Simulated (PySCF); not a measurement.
# C₇H₆O₂: electronic excitations at several levels of theory

Aim: compute the electronic excitations of C₇H₆O₂ (`O=C(O)c1ccccc1`) at several levels, and see how far they spread and what each costs.

Computed with PySCF 2.14.0, with density-fitted response routines of our own, on a single molecule in the gas phase. Atoms count from 0, in the outputs and in this text.

## (1) The molecule as given

15 atoms, charge 0, multiplicity 1; geometry from: GFN2-xTB.

Bonds of the start (Å): O0–C1 1.21, C1–O2 1.34, C1–C3 1.48, C3–C4 1.39, C4–C5 1.38, C5–C6 1.39, C6–C7 1.39, C7–C8 1.38, C8–C3 1.39, O2–H9 0.97, C4–H10 1.08, C5–H11 1.08, C6–H12 1.08, C7–H13 1.08, C8–H14 1.08.

## (2) Geometry optimisation at PBE0-D3(BJ)/def2-SVP

Job settings and geometry (Å):

```
{"job": {"xc": "PBE0", "basis": "def2-SVP", "d3": "d3bj", "grid": 2, "kind": "geom"}, "charge": 0, "multiplicity": 1}
O      2.010970     1.564770     0.062860
C      1.570290     0.477780    -0.219470
O      2.344450    -0.481410    -0.754620
C      0.165230     0.062490    -0.021410
C     -0.725040     0.983070     0.528450
C     -2.044870     0.630440     0.732160
C     -2.481740    -0.639930     0.389250
C     -1.599090    -1.558030    -0.158040
C     -0.276840    -1.212510    -0.365540
H      3.249450    -0.147390    -0.854040
H     -0.357550     1.964660     0.787380
H     -2.734490     1.343500     1.158860
H     -3.513450    -0.915590     0.550350
H     -1.944630    -2.546320    -0.422930
H      0.417660    -1.920700    -0.789640
```

The program printed:

```text
step   0  E = -420.06024872  max force = 0.012783
step   1  E = -420.06106344  max force = 0.009689
step   2  E = -420.06070324  max force = 0.008321
step   3  E = -420.06152270  max force = 0.001678
step   4  E = -420.06153392  max force = 0.002217
step   5  E = -420.06156536  max force = 0.000894
step   6  E = -420.06156879  max force = 0.000205
optimisation converged
```

Run time: 70 s. Hardware: 8 threads of Arm Neoverse V2, shared host.

The steps of the relaxation: (the energy doesn't fall at every step)

| step | energy from step 0 (eV) | largest force component (eV/Å) |
| --- | --- | --- |
| 0 | 0.0000 | 0.6573 |
| 1 | -0.0222 | 0.4982 |
| 2 | -0.0124 | 0.4279 |
| 3 | -0.0347 | 0.0863 |
| 4 | -0.0350 | 0.1140 |
| 5 | -0.0358 | 0.0460 |
| 6 | -0.0359 | 0.0105 |

Distances of close pairs at the start and the end, largest changes first:

| bond | before (Å) | after (Å) | change (Å) |
| --- | --- | --- | --- |
| C6–H12 | 1.080 | 1.093 | +0.013 |
| C5–H11 | 1.080 | 1.093 | +0.013 |
| C7–H13 | 1.080 | 1.093 | +0.013 |
| C4–H10 | 1.080 | 1.092 | +0.012 |
| C8–H14 | 1.079 | 1.091 | +0.012 |
| C7–C8 | 1.382 | 1.392 | +0.010 |
| C4–C5 | 1.381 | 1.391 | +0.009 |
| C5–C6 | 1.386 | 1.396 | +0.009 |

The end geometry stands in the next job.

| at the end point | value |
| --- | --- |
| point group (found at 0.08 Å tolerance) | Cs |
| rotational constants (GHz, main isotopes) | 3.893, 1.230, 0.934 |
| dipole moment (D) | 1.84 |

## (3) Ultraviolet spectrum: CAM-B3LYP/def2-SVPD

Job settings and geometry (Å):

```
{"job": {"kind": "uv", "xc": "CAM-B3LYP", "basis": "def2-SVPD", "nstates": 12, "ntriplets": 4}, "charge": 0, "multiplicity": 1}
O      2.019225     1.566404     0.058479
C      1.583829     0.477870    -0.222683
O      2.349985    -0.483697    -0.758148
C      0.173571     0.055734    -0.022568
C     -0.715702     0.984020     0.529142
C     -2.045989     0.635007     0.735229
C     -2.491972    -0.642071     0.390913
C     -1.607542    -1.570104    -0.159293
C     -0.275106    -1.224101    -0.367096
H      3.237045    -0.103526    -0.842837
H     -0.336718     1.974906     0.788122
H     -2.740437     1.360110     1.166025
H     -3.537522    -0.916281     0.552839
H     -1.959230    -2.569060    -0.427785
H      0.426912    -1.940380    -0.796719
```

Level: TDDFT CAM-B3LYP/def2-SVPD, vertical, gas phase, core orbitals frozen in the response.

The program printed:

```text
coarse grid: 13496 points
cycle   1  E = -420.0796382936  dE =  1.884e+00  |g| = 9.261e-01  |ddm| = 2.221e+01
cycle   2  E = -419.9067892567  dE =  1.728e-01  |g| = 1.387e+00  |ddm| = 5.698e+00
cycle   3  E = -420.2465787337  dE = -3.398e-01  |g| = 1.811e-01  |ddm| = 4.276e+00
cycle   4  E = -420.2519795606  dE = -5.401e-03  |g| = 7.543e-02  |ddm| = 4.862e-01
cycle   5  E = -420.2530026007  dE = -1.023e-03  |g| = 1.322e-02  |ddm| = 1.700e-01
cycle   6  E = -420.2530418923  dE = -3.929e-05  |g| = 4.454e-03  |ddm| = 1.037e-01
cycle   7  E = -420.2530469454  dE = -5.053e-06  |g| = 1.345e-03  |ddm| = 2.143e-02
final grid: 133104 points
cycle   8  E = -420.3454653479  dE = -3.491e-05  |g| = 3.353e-03  |ddm| = 2.471e-01
cycle   9  E = -420.3454644599  dE =  8.880e-07  |g| = 4.175e-03  |ddm| = 2.986e-02
cycle  10  E = -420.3454682836  dE = -3.824e-06  |g| = 7.068e-04  |ddm| = 1.716e-02
cycle  11  E = -420.3454683787  dE = -9.505e-08  |g| = 2.457e-04  |ddm| = 3.037e-03
cycle  12  E = -420.3454683908  dE = -1.213e-08  |g| = 9.152e-05  |ddm| = 1.218e-03
cycle  13  E = -420.3454683929  dE = -2.118e-09  |g| = 2.361e-05  |ddm| = 3.478e-04
cycle  14  E = -420.3454683931  dE = -1.965e-10  |g| = 6.896e-06  |ddm| = 1.305e-04
converged SCF energy = -420.3454683931

Static polarisability (au): isotropic 87.255, principal 50.627 94.622 116.516

Singlet excitations
state   eV       nm        f      main configurations
  1   5.1297    241.7   0.01821   H->L 0.65, H-1->L+1 0.20, H-1->L 0.10
  2   5.2655    235.5   0.00001   H-2->L 0.87, H-2->L+6 0.11
  3   5.6440    219.7   0.21037   H-1->L 0.74, H->L 0.13, H->L+1 0.11
  4   6.7422    183.9   0.26115   H-1->L+1 0.65, H->L 0.20
  5   6.8401    181.3   0.62841   H->L+1 0.76, H-1->L 0.10
  6   7.2230    171.7   0.00000   H-4->L 0.95
  7   7.3748    168.1   0.00054   H->L+2 0.55, H->L+3 0.38
  8   7.4497    166.4   0.00346   H-1->L+2 0.65, H-1->L+3 0.28
  9   7.4611    166.2   0.05231   H-3->L 0.63, H-2->L+2 0.26
 10   7.5220    164.8   0.00004   H-2->L+1 0.89
 11   7.6386    162.3   0.00198   H-5->L 0.87
 12   7.9131    156.7   0.12173   H-2->L+2 0.61, H-3->L 0.28

Triplet excitations (Tamm-Dancoff, eV): 3.8219 4.3413 4.6702 4.8527
```

Wall time 66 s (8 threads of Arm Neoverse V2, shared host).

Frontier orbitals and where they lie:

| orbital | eV | atoms |
| --- | --- | --- |
| HOMO−3 | -11.00 | O2 42 %, O0 40 %, C1 12 % |
| HOMO−2 | -9.82 | O0 67 %, O2 11 %, C1 9 % |
| HOMO−1 | -8.96 | C3 21 %, C6 21 %, C5 18 % |
| HOMO | -8.90 | C7 24 %, C4 24 %, C8 13 % |
| LUMO | -0.52 | C6 16 %, C1 15 %, C3 14 % |
| LUMO+1 | 0.51 | C5 18 %, C7 18 %, C8 18 % |
| LUMO+2 | 1.02 | O2 30 %, C1 20 %, H9 13 % |

With each of the 12 states as a Gaussian band of 0.4 eV half-width at 1/e, the curve within the window shown has maxima at 220 nm (ε 8,700), 182 nm (ε 36,000), 159 nm (ε 5,800) L/(mol cm). Beyond the last state computed it falls off for lack of states. The curve at chosen wavelengths:

(nm, ε (L/mol/cm)): (151, 2885), (156, 5453), (161, 5669), (166, 6298), (171, 12976), (175, 23489), (180, 34600), (185, 33184), (190, 21771), (195, 10589), (200, 4892), (205, 4092), (210, 5819), (214, 7503), (219, 8637), (224, 8184), (229, 6583), (234, 4671), (239, 3051), (244, 1912), (249, 1183), (253, 804), (258, 490), (263, 290), (268, 165), (273, 90)

Ground-state properties from the same run:

| property | computed |
| --- | --- |
| dipole moment (D) | 2.13 |
| polarisability (Å³) | 12.93 |
| HOMO–LUMO gap (eV) | 8.38 |
| −ε(HOMO) (eV) | 8.90 |

## (4) TDDFT and polarisability: PBE0/def2-SVPD

The job, as its differences from that of step 3:

```diff
@@ -1,2 +1,2 @@
-{"job": {"kind": "uv", "xc": "CAM-B3LYP", "basis": "def2-SVPD", "nstates": 12, "ntriplets": 4}, "charge": 0, "multiplicity": 1}
+{"job": {"kind": "uv", "xc": "PBE0", "basis": "def2-SVPD", "nstates": 12, "ntriplets": 4}, "charge": 0, "multiplicity": 1}
 O      2.019225     1.566404     0.058479
```

Level: TDDFT PBE0/def2-SVPD, vertical, gas phase, core orbitals frozen in the response.

The program printed:

```text
coarse grid: 13496 points
cycle   1  E = -419.8444185038  dE =  1.632e+00  |g| = 8.774e-01  |ddm| = 1.654e+01
cycle   2  E = -419.5268064776  dE =  3.176e-01  |g| = 1.567e+00  |ddm| = 6.231e+00
cycle   3  E = -419.9823404431  dE = -4.555e-01  |g| = 2.777e-01  |ddm| = 4.256e+00
cycle   4  E = -419.9971660757  dE = -1.483e-02  |g| = 7.457e-02  |ddm| = 7.101e-01
cycle   5  E = -419.9980997415  dE = -9.337e-04  |g| = 2.229e-02  |ddm| = 1.748e-01
cycle   6  E = -419.9982188680  dE = -1.191e-04  |g| = 5.752e-03  |ddm| = 1.333e-01
cycle   7  E = -419.9982262035  dE = -7.336e-06  |g| = 2.259e-03  |ddm| = 2.290e-02
final grid: 133104 points
cycle   8  E = -420.0704138321  dE = -1.964e-05  |g| = 1.105e-02  |ddm| = 2.793e-01
cycle   9  E = -420.0703649632  dE =  4.887e-05  |g| = 1.899e-02  |ddm| = 9.934e-02
cycle  10  E = -420.0704394343  dE = -7.447e-05  |g| = 2.276e-03  |ddm| = 5.175e-02
cycle  11  E = -420.0704405120  dE = -1.078e-06  |g| = 3.854e-04  |ddm| = 7.468e-03
cycle  12  E = -420.0704405377  dE = -2.577e-08  |g| = 1.490e-04  |ddm| = 1.330e-03
cycle  13  E = -420.0704405431  dE = -5.387e-09  |g| = 4.698e-05  |ddm| = 8.302e-04
cycle  14  E = -420.0704405437  dE = -5.519e-10  |g| = 1.740e-05  |ddm| = 1.888e-04
converged SCF energy = -420.0704405437

Static polarisability (au): isotropic 87.648, principal 50.457 94.587 117.900

Singlet excitations
state   eV       nm        f      main configurations
  1   4.9989    248.0   0.00001   H-2->L 0.95
  2   5.0268    246.6   0.01871   H->L 0.72, H-1->L+1 0.18
  3   5.5574    223.1   0.22321   H-1->L 0.79, H->L+1 0.10, H->L 0.09
  4   6.5822    188.4   0.17985   H-1->L+1 0.63, H->L 0.15
  5   6.6352    186.9   0.00005   H-2->L+1 0.99
  6   6.7918    182.5   0.57766   H->L+1 0.76
  7   6.8981    179.7   0.00000   H-4->L 0.98
  8   7.0536    175.8   0.06606   H-3->L 0.82
  9   7.1945    172.3   0.00049   H->L+2 0.84, H->L+3 0.14
 10   7.2518    171.0   0.00115   H-1->L+2 0.90, H-1->L+3 0.08
 11   7.3108    169.6   0.00162   H-5->L 0.94
 12   7.6249    162.6   0.04899   H-2->L+2 0.85

Triplet excitations (Tamm-Dancoff, eV): 3.7806 4.2145 4.5957 4.6015
```

Run time: 51 s. Hardware: 8 threads of Arm Neoverse V2, shared host.

This run: HOMO -7.70 eV, LUMO -1.59 eV; lowest singlet 5.00 eV.

## (5) Ultraviolet spectrum: PBE/def2-SVPD

The job, as its differences from that of step 4:

```diff
@@ -1,2 +1,2 @@
-{"job": {"kind": "uv", "xc": "PBE0", "basis": "def2-SVPD", "nstates": 12, "ntriplets": 4}, "charge": 0, "multiplicity": 1}
+{"job": {"kind": "uv", "xc": "PBE", "basis": "def2-SVPD", "nstates": 12, "ntriplets": 4}, "charge": 0, "multiplicity": 1}
 O      2.019225     1.566404     0.058479
```

Level: TDDFT PBE/def2-SVPD, vertical, gas phase, core orbitals frozen in the response.

The program printed:

```text
coarse grid: 13496 points
cycle   1  E = -419.7517334168  dE =  1.368e+00  |g| = 9.964e-01  |ddm| = 2.242e+01
cycle   2  E = -418.8485786887  dE =  9.032e-01  |g| = 2.281e+00  |ddm| = 1.129e+01
cycle   3  E = -419.8765533783  dE = -1.028e+00  |g| = 6.090e-01  |ddm| = 9.489e+00
cycle   4  E = -419.9523733774  dE = -7.582e-02  |g| = 1.333e-01  |ddm| = 1.453e+00
cycle   5  E = -419.9543420049  dE = -1.969e-03  |g| = 7.499e-02  |ddm| = 6.973e-01
cycle   6  E = -419.9556908620  dE = -1.349e-03  |g| = 1.992e-02  |ddm| = 4.386e-01
cycle   7  E = -419.9557783105  dE = -8.745e-05  |g| = 1.004e-02  |ddm| = 8.476e-02
cycle   8  E = -419.9558069506  dE = -2.864e-05  |g| = 1.918e-03  |ddm| = 3.829e-02
cycle   9  E = -419.9558077794  dE = -8.288e-07  |g| = 6.511e-04  |ddm| = 7.530e-03
final grid: 133104 points
cycle  10  E = -420.0537175983  dE = -1.573e-05  |g| = 1.716e-02  |ddm| = 4.142e-01
cycle  11  E = -420.0534664414  dE =  2.512e-04  |g| = 3.880e-02  |ddm| = 2.225e-01
cycle  12  E = -420.0537700773  dE = -3.036e-04  |g| = 7.716e-03  |ddm| = 1.247e-01
cycle  13  E = -420.0537823189  dE = -1.224e-05  |g| = 1.231e-03  |ddm| = 2.293e-02
cycle  14  E = -420.0537826043  dE = -2.854e-07  |g| = 3.411e-04  |ddm| = 3.980e-03
cycle  15  E = -420.0537826298  dE = -2.543e-08  |g| = 1.274e-04  |ddm| = 2.160e-03
cycle  16  E = -420.0537826340  dE = -4.204e-09  |g| = 4.637e-05  |ddm| = 4.873e-04
cycle  17  E = -420.0537826345  dE = -5.762e-10  |g| = 1.370e-05  |ddm| = 1.877e-04
converged SCF energy = -420.0537826345

Static polarisability (au): isotropic 90.771, principal 51.315 97.406 123.593

Singlet excitations
state   eV       nm        f      main configurations
  1   4.2659    290.6   0.00000   H->L 1.00
  2   4.6400    267.2   0.01466   H-1->L 0.73, H-2->L+1 0.14, H-2->L 0.10
  3   5.0916    243.5   0.00003   H->L+1 1.00
  4   5.2240    237.3   0.22236   H-2->L 0.76, H-1->L 0.11
  5   5.9566    208.1   0.00169   H-3->L 0.77, H-2->L+1 0.09
  6   6.1051    203.1   0.00002   H-4->L 1.00
  7   6.1071    203.0   0.11530   H-2->L+1 0.44, H-1->L+3 0.17, H-1->L+1 0.11
  8   6.4418    192.5   0.22571   H-3->L+1 0.55, H-1->L+1 0.18, H-2->L+1 0.11
  9   6.4466    192.3   0.00039   H-1->L+2 1.00
 10   6.4622    191.9   0.04618   H->L+2 0.79, H-3->L+1 0.12
 11   6.5094    190.5   0.00057   H-5->L 0.92
 12   6.5180    190.2   0.00054   H-2->L+2 0.93

Triplet excitations (Tamm-Dancoff, eV): 3.7845 3.9707 3.9841 4.5311
```

Run time: 35 s. Hardware: 8 threads of Arm Neoverse V2, shared host.

This run: HOMO -6.60 eV, LUMO -2.45 eV; lowest singlet 4.27 eV.

## (6) TDDFT and polarisability: B3LYP/def2-SVPD

The job, as its differences from that of step 5:

```diff
@@ -1,2 +1,2 @@
-{"job": {"kind": "uv", "xc": "PBE", "basis": "def2-SVPD", "nstates": 12, "ntriplets": 4}, "charge": 0, "multiplicity": 1}
+{"job": {"kind": "uv", "xc": "B3LYP", "basis": "def2-SVPD", "nstates": 12, "ntriplets": 4}, "charge": 0, "multiplicity": 1}
 O      2.019225     1.566404     0.058479
```

Method: TDDFT B3LYP/def2-SVPD, vertical, gas phase, core orbitals frozen in the response.

The program printed:

```text
coarse grid: 13496 points
cycle   1  E = -420.2796779994  dE =  1.581e+00  |g| = 9.525e-01  |ddm| = 2.366e+01
cycle   2  E = -419.8307414335  dE =  4.489e-01  |g| = 1.795e+00  |ddm| = 7.026e+00
cycle   3  E = -420.4351106323  dE = -6.044e-01  |g| = 3.438e-01  |ddm| = 5.031e+00
cycle   4  E = -420.4579243498  dE = -2.281e-02  |g| = 9.151e-02  |ddm| = 8.986e-01
cycle   5  E = -420.4592585736  dE = -1.334e-03  |g| = 3.004e-02  |ddm| = 3.187e-01
cycle   6  E = -420.4594777524  dE = -2.192e-04  |g| = 7.378e-03  |ddm| = 2.006e-01
cycle   7  E = -420.4594896573  dE = -1.190e-05  |g| = 3.042e-03  |ddm| = 3.236e-02
cycle   8  E = -420.4594921363  dE = -2.479e-06  |g| = 7.032e-04  |ddm| = 1.174e-02
final grid: 133104 points
cycle   9  E = -420.5491874100  dE = -4.070e-05  |g| = 5.185e-03  |ddm| = 3.857e-01
cycle  10  E = -420.5491779054  dE =  9.505e-06  |g| = 8.339e-03  |ddm| = 6.914e-02
cycle  11  E = -420.5491937607  dE = -1.586e-05  |g| = 1.807e-03  |ddm| = 3.681e-02
cycle  12  E = -420.5491944266  dE = -6.660e-07  |g| = 2.552e-04  |ddm| = 6.015e-03
cycle  13  E = -420.5491944364  dE = -9.718e-09  |g| = 1.328e-04  |ddm| = 1.190e-03
cycle  14  E = -420.5491944400  dE = -3.664e-09  |g| = 3.620e-05  |ddm| = 4.860e-04
cycle  15  E = -420.5491944403  dE = -2.858e-10  |g| = 1.511e-05  |ddm| = 1.427e-04
converged SCF energy = -420.5491944403

Static polarisability (au): isotropic 88.729, principal 50.850 95.665 119.672

Singlet excitations
state   eV       nm        f      main configurations
  1   4.8989    253.1   0.00001   H-2->L 0.96
  2   4.9148    252.3   0.01841   H->L 0.74, H-1->L+1 0.17
  3   5.4402    227.9   0.22113   H-1->L 0.80, H->L+1 0.09, H->L 0.09
  4   6.3866    194.1   0.00005   H-2->L+1 0.99
  5   6.4415    192.5   0.15568   H-1->L+1 0.62, H->L 0.14, H->L+4 0.09
  6   6.6787    185.6   0.55557   H->L+1 0.72
  7   6.8145    181.9   0.00000   H-4->L 0.99
  8   6.8496    181.0   0.05893   H-3->L 0.74, H-2->L+2 0.11
  9   6.8712    180.4   0.00047   H->L+2 0.89, H->L+3 0.09
 10   6.9251    179.0   0.00073   H-1->L+2 0.94
 11   7.2203    171.7   0.00166   H-5->L 0.95
 12   7.3139    169.5   0.04824   H-2->L+2 0.82, H-3->L 0.11

Triplet excitations (Tamm-Dancoff, eV): 3.8140 4.1682 4.5382 4.5984
```

Wall time 51 s (8 threads of Arm Neoverse V2, shared host).

Key values: HOMO -7.47 eV, LUMO -1.78 eV; lowest singlet 4.90 eV.

## (7) Side by side: electronic excitations

Excitations and ground-state properties, with basis size and wall time:

| run | lowest singlet (eV) | brightest (eV) | f | gap (eV) | α (Å³) | μ (D) | functions | time |
| --- | --- | --- | --- | --- | --- | --- | --- | --- |
| CAM-B3LYP/def2-SVPD | 5.13 | 6.84 | 0.628 | 8.38 | 12.93 | 2.13 | 234 | 66 s |
| PBE0/def2-SVPD | 5.00 | 6.79 | 0.578 | 6.11 | 12.99 | 2.11 | 234 | 51 s |
| PBE/def2-SVPD | 4.27 | 6.44 | 0.226 | 4.15 | 13.45 | 2.05 | 234 | 35 s |
| B3LYP/def2-SVPD | 4.90 | 6.68 | 0.556 | 5.69 | 13.15 | 2.14 | 234 | 51 s |

## (8) Results

| quantity | value |
| --- | --- |
| point group | Cs |
| rotational constants (main isotopes) | 3.89, 1.23, 0.93 GHz |
| lowest singlet (CAM-B3LYP/def2-SVPD) | 5.13 eV (242 nm), f = 0.018 |
| brightest single state of those computed | state 5, 6.84 eV, f = 0.628 |
| lowest triplet | 3.82 eV |
| range of the lowest singlet | 4.27 to 5.13 eV |

What this shows: Single values in the summary come from the first sound run of each kind (CAM-B3LYP/def2-SVPD), which need not be the best level. The optimisation took 6 steps and gained 0.036 eV; among the close pairs (by a distance rule), C6–H12 changed most, from 1.080 to 1.093 Å. The lowest singlet, at 5.13 eV, is HOMO→LUMO 0.65, HOMO−1→LUMO+1 0.20 and is weak; of the 12 states computed, the strongest absorption comes from state 5 at 6.84 eV. The lowest triplet lies 1.31 eV below the lowest singlet (triplets in Tamm-Dancoff, singlets in full TDDFT). The lowest singlet runs from 4.27 eV (PBE/def2-SVPD) to 5.13 eV (CAM-B3LYP/def2-SVPD), while the orbital gap spans 4.15 to 8.38 eV: the excitation energy moves far less from run to run than the orbital gap does. The lowest state need not be the same one in every run.
